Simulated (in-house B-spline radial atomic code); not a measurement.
# Pb⁶⁷⁺: Hartree-Fock with and without relativity

How do the shells of Pb⁶⁷⁺ move when the Schrödinger Hamiltonian gives way to Dirac's?

Method: Hartree-Fock averaged over the configuration, non-relativistic (point nucleus) and Dirac-Coulomb (finite nucleus); spherical all-electron atom at the radial basis limit. Code: in-house B-spline radial atomic code version 1.

**1. What is computed**

| Quantity | Value |
| --- | --- |
| element | lead (Z = 82) |
| charge | +67 |
| electrons | 15 |
| configuration | [Ne] 3s2 3p3 |
| nucleus | point (non-relativistic run); Fermi, rms radius 5.501 fm (Dirac runs) |

Outer shells as boxes (Hund's rule):

[Ne] 3s2 3p3
```
[Ne] core
3s [↑↓]
3p [↑ ][↑ ][↑ ]
```

The boxes draw the filling by Hund's rule, which heavy ions in jj coupling don't follow; these runs average over all states of the configuration.

**2. Non-relativistic run**

The run's settings:

```ini
Z = 82
electrons = 15.0
configuration = [Ne] 3s2 3p3
hamiltonian = nr
method = hf
spin_polarised = False
```

**3. Dirac-Coulomb run**

The run's settings:

```ini
Z = 82
electrons = 15.0
configuration = [Ne] 3s2 3p3
hamiltonian = dirac
method = hf
spin_polarised = False
nucleus = fermi
rms_radius = 5.5012
mass_number = 208
atomic_mass = 207.976652005
speed_of_light = 137.035999084
```

**4. Dirac-Coulomb run in the lowest jj configuration, 1s2 2s2 2p6 3s2 3p-2 3p+1**

In configurations, a minus sign after the shell means j = l − 1/2 and a plus sign j = l + 1/2; the count of electrons follows.

Settings: those of step 3 with these lines changed.

```diff
@@ -2,3 +2,3 @@
 electrons = 15.0
-configuration = [Ne] 3s2 3p3
+configuration = 1s2 2s2 2p6 3s2 3p-2 3p+1
 hamiltonian = dirac
```

**Question.** How much does each shell's level and mean radius change with the Dirac Hamiltonian, and the total energy?

**Answer**, as computed:

Levels and radii; the Dirac values are averaged over j with the occupations as weights.

| shell | ε non-rel. (eV) | ε Dirac (eV) | <r> non-rel. (bohr) | <r> Dirac (bohr) | change of <r> (%) |
| --- | --- | --- | --- | --- | --- |
| 1s | -85217.4 | -94375.7 | 0.01845 | 0.01605 | -13.03 |
| 2s | -18902.2 | -21513.0 | 0.07649 | 0.06608 | -13.61 |
| 2p | -18441.9 | -19410.4 | 0.06465 | 0.05998 | -7.22 |
| 3s | -7797.26 | -8607.65 | 0.1798 | 0.1616 | -10.11 |
| 3p | -7633.02 | -7999.36 | 0.1694 | 0.1599 | -5.62 |

The Dirac run lies -1299.20 hartree (-9.1 %) from the non-relativistic one; the finite nucleus has a part in that. The first-order mass-velocity and Darwin terms of the non-relativistic run add up to -1052.57 hartree, 81 % of it. Averaged over j, the 2s shell contracts most (-13.61 %). Spin-orbit coupling splits the 3p level by 595.21 eV and the 2p level by 2244.87 eV. The lowest jj configuration lies 589.47 eV below the average over the whole configuration. Breit terms add 19.7 hartree and QED terms 16.5 hartree.
